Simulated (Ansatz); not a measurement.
# CoSn: relaxation of cell and atoms with PBEsol

The system is CoSn.

```
Sn Co
1.0
     5.24604    0.00000    0.00000
    -2.62302    4.54320    0.00000
     0.00000    0.00000    4.18759
Sn Co
3 3
Direct
  0.00000 0.00000 0.00000
  0.33333 0.66667 0.50000
  0.66667 0.33333 0.50000
  0.50000 0.00000 0.00000
  0.50000 0.50000 0.00000
  0.00000 0.50000 0.00000
```

The cell is a database's computed one.

```yaml
Program: Ansatz 0.2.0
Task: relaxation of cell and atoms
Functional: PBEsol
Potentials_or_basis: Ansatz PAW
Cutoff: "420 eV (not typed: the program's choice for these potentials)"
k_mesh: 6 × 6 × 7
Occupations: fermi-dirac, width 0.05 eV
Spin: collinear spin, ferromagnetic start
Starting_moments: "[0.0, 0.0, 0.0, 2.0, 2.0, 2.0] μB"
```

```
Relaxed volume                         : 16.40 Å³/atom
Relaxed cell                           : a = 5.220 Å, b = 5.220 Å, c = 4.169 Å, α = 90.00°, β = 90.00°, γ = 120.00°
Space group after relaxing (to 0.05 Å) : P6/mmm (No. 191)
Energy gained by relaxing              : 1.6 meV/atom
Ionic steps                            : 4
Pressure after relaxing                : 0.0 GPa
Band gap on the k mesh                 : none (metal or under the smearing width)
Net moment                             : 0.00 μB per cell
Absolute moment                        : 0.00 μB per cell
```

The path:
```
step  energy change (eV)  largest force (eV/Å)  volume (Å³)
   1              0.0000                0.0000        99.81
   2             -0.0102                0.0000        98.07
   3             -0.0104                0.0000        98.37
   4             -0.0094                0.0000        98.37
```

Final structure:
```yaml
crystal:
  lattice:
    - [5.21957, 0.00000, 0.00000]
    - [-2.60979, 4.52028, 0.00000]
    - [0.00000, 0.00000, 4.16935]
  atoms:
    - { symbol: Sn, position: [0.00000, 0.00000, 0.00000] }
    - { symbol: Sn, position: [0.33333, 0.66667, 0.50000] }
    - { symbol: Sn, position: [0.66667, 0.33333, 0.50000] }
    - { symbol: Co, position: [0.50000, 0.00000, 0.00000] }
    - { symbol: Co, position: [0.50000, 0.50000, 0.00000] }
    - { symbol: Co, position: [0.00000, 0.50000, 0.00000] }
```

Levels at points of the mesh, in eV from the Fermi level:
Spin up:
```csv
k point,band 42,band 43,band 44,band 45,band 46,band 47,band 48,band 49,band 50,band 51
"(0.00, 0.00, 0.00)",-0.51,-0.50,-0.50,-0.46,-0.46,0.48,0.64,1.38,1.38,2.93
"(0.00, -0.50, 0.00)",-1.03,-0.71,-0.49,-0.47,0.70,0.99,1.71,1.81,2.60,3.38
```
Spin down:
```
            k point  band 44  band 45  band 46  band 47  band 48  band 49
 (0.00, 0.00, 0.00)    -0.50    -0.46    -0.46     0.48     0.64     1.38
(0.00, -0.50, 0.00)    -0.49    -0.47     0.70     0.99     1.71     1.81
```

It took 64 s on 2 threads of Arm Neoverse V2 (shared host), peak memory 0.58 GiB.

Caveat: the starting moments collapsed, and a magnetic state may lie lower; the plane-wave basis is chosen anew once the cell has moved, so the energies of steps on either side of that aren't comparable; the PAW data sets come from PBE, with cores solved anew for the run's functional, which leaves a small shift of forces and pressure; the starting moments weren't kept.
